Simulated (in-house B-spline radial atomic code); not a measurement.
# Ge³¹⁺: excited configurations

Aim: the energies of several excited configurations of Ge³¹⁺ above a reference configuration, each from its own self-consistent run.

Method: Dirac-Hartree-Fock, average of configuration, Fermi nucleus, basis-set limit. Code: in-house B-spline radial atomic code version 1.

**1. The atom as given**

* element: germanium (Z = 32)
* charge: +31
* electrons: 1
* configuration: 1s1
* Hamiltonian: Dirac-Coulomb
* nucleus: Fermi, rms radius 4.074 fm

Input settings:

```ini
Z = 32
electrons = 1.0
configuration = 1s1
hamiltonian = dirac
method = hf
spin_polarised = False
nucleus = fermi
rms_radius = 4.0742
mass_number = 74
atomic_mass = 73.92117776
speed_of_light = 137.035999084
```

The reference is known from an earlier run: -519.170903 hartree in all. Up to eight levels, counted from the top:

| orbital | occupation | energy (eV) | <r> (bohr) |
| --- | --- | --- | --- |
| 1s1/2 | 1 | -14127.4 | 0.04601 |

**2. Run with 5f1**

Input settings:

```ini
Z = 32
electrons = 1.0
configuration = 5f1
hamiltonian = dirac
method = hf
spin_polarised = False
nucleus = fermi
rms_radius = 4.0742
mass_number = 74
atomic_mass = 73.92117776
speed_of_light = 137.035999084
```

**3. 2p1**

The settings differ from step 2 so:

```diff
@@ -2,3 +2,3 @@
 electrons = 1.0
-configuration = 5f1
+configuration = 2p1
 hamiltonian = dirac
```

**4. 4d1**

The settings differ from step 3 so:

```diff
@@ -2,3 +2,3 @@
 electrons = 1.0
-configuration = 2p1
+configuration = 4d1
 hamiltonian = dirac
```

**5. Configuration 3d1**

The settings differ from step 4 so:

```diff
@@ -2,3 +2,3 @@
 electrons = 1.0
-configuration = 4d1
+configuration = 3d1
 hamiltonian = dirac
```

**6. 2s1**

The settings differ from step 5 so:

```diff
@@ -2,3 +2,3 @@
 electrons = 1.0
-configuration = 3d1
+configuration = 2s1
 hamiltonian = dirac
```

Before running: How far above the reference does each configuration lie (order and size, in eV)?

The runs gave:

| net move | configuration | energy above the reference (eV) | with Breit, QED, recoil (eV) | largest <r> (bohr) |
| --- | --- | --- | --- | --- |
| 1s → 2s | 2s1 | 10583.2 | 10576.4 | 0.184 |
| 1s → 2p | 2p1 | 10616.0 | 10608.1 | 0.155 |
| 1s → 3d | 3d1 | 12575.1 | 12567.2 | 0.327 |
| 1s → 4d | 4d1 | 13254.1 | 13246.1 | 0.654 |
| 1s → 5f | 5f1 | 13569.2 | 13561.3 | 0.983 |

Quantum defects of the promoted electron, δ = n − ζ/√(−2ε) with ζ = 32 and ε its orbital energy in hartree:

| promotion | δ |
| --- | --- |
| 1s → 2s | 0.017 |
| 1s → 2p | 0.008 |
| 1s → 3d | 0.004 |
| 1s → 4d | 0.006 |
| 1s → 5f | 0.004 |

**Reading.** The lowest of them is 1s → 2s at 10583.2 eV and the highest 1s → 5f at 13569.2 eV. Of those tabulated, the defect is largest for 2s (0.02) and least for 5f (0.00); at this charge much of the defect is relativistic. These are averages over configurations, without correlation, not spectroscopic levels.
